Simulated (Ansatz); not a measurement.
AlFH₄SSi, SMILES F[SiH2][S][AlH2]: an atomisation energy, run with the Ansatz DFT code, driven from Python.

`tae_alfh4ssi.py`
```python
# -*- coding: utf-8 -*-
'''Energy to split AlFH4SSi into its atoms.'''

from collections import Counter

import ansatz


def energy(molecule, charge=0, unpaired=0):
    calc = (
        molecule.calculation()
        .basis(gaussian='cc-pVTZ')
        .functional('r2scan')
    )
    if charge:
        calc = calc.charge(charge)
    if unpaired:
        calc = calc.spin('collinear', total=unpaired)
    report = calc.run(threads=1, backend='cpu').report
    if report['published_state_doubts']:
        print('  doubts:', report['published_state_doubts'])
    return report['free_energy_ev']

geometry_ang = [
    ('F', (-1.422, 0.9018, 1.1583)),
    ('Si', (0.0096, 1.3234, 0.4388)),
    ('S', (1.3655, -0.2858, 0.7312)),
    ('Al', (0.2458, -1.7135, -0.5143)),
    ('H', (-0.1675, 1.5577, -1.0179)),
    ('H', (0.5473, 2.5614, 1.0626)),
    ('H', (0.4519, -1.8212, -2.0801)),
    ('H', (-0.9385, -2.581, 0.1656)),
]
system = ansatz.Crystal.molecule()
for symbol, xyz in geometry_ang:
    system = system.atom(symbol, xyz)

# Hund ground states
unpaired = {'F': 1, 'Si': 2, 'S': 2, 'Al': 1, 'H': 1}
counts = Counter(site.symbol for site in system.cartesian_sites)
atom_energy = {s: energy(ansatz.Crystal.molecule().atom(s, (0, 0, 0)), 0, unpaired[s]) for s in counts}
whole = energy(system, 0, 0)
for s, e in atom_energy.items():
    print(f'{s:2s} x{counts[s]}  {e:14.5f} eV')
print(f'AlFH4SSi: {whole:.5f} eV')
split = sum(counts[s] * e for s, e in atom_energy.items()) - whole
print(f'atomisation energy (no zero-point term): {split:.3f} eV, {split / sum(counts.values()):.3f} eV an atom')
```

What does it cost to take this molecule apart into atoms?

25.364 eV from the electronic energies, without the zero-point term.

What the script printed:

Output of `python tae_alfh4ssi.py`:
```text
F  x1     -2713.54732 eV
Si x1     -7873.51220 eV
S  x1    -10832.56828 eV
Al x1     -6594.24678 eV
H  x4       -13.60373 eV
AlFH4SSi: -28093.65373 eV
atomisation energy (no zero-point term): 25.364 eV, 3.171 eV an atom
```

Total energies depend on the basis set; only differences at equal settings carry meaning. The geometry is a force-field or estimated start, not a minimum of this method, and the basis set is short of its limit. All parts are taken at fixed geometry, without zero-point energy. For Al to Cl the sets with a tight d function, cc-pV(X+d)Z, are usual. Run time: 17 s on 1 thread of Arm Neoverse V2 (shared host), peak memory 0.3 GiB.

(A comment or docstring line of the script was reworded after the run, the code is as it ran; lines on the test bed's own set-up are left out of the output.)
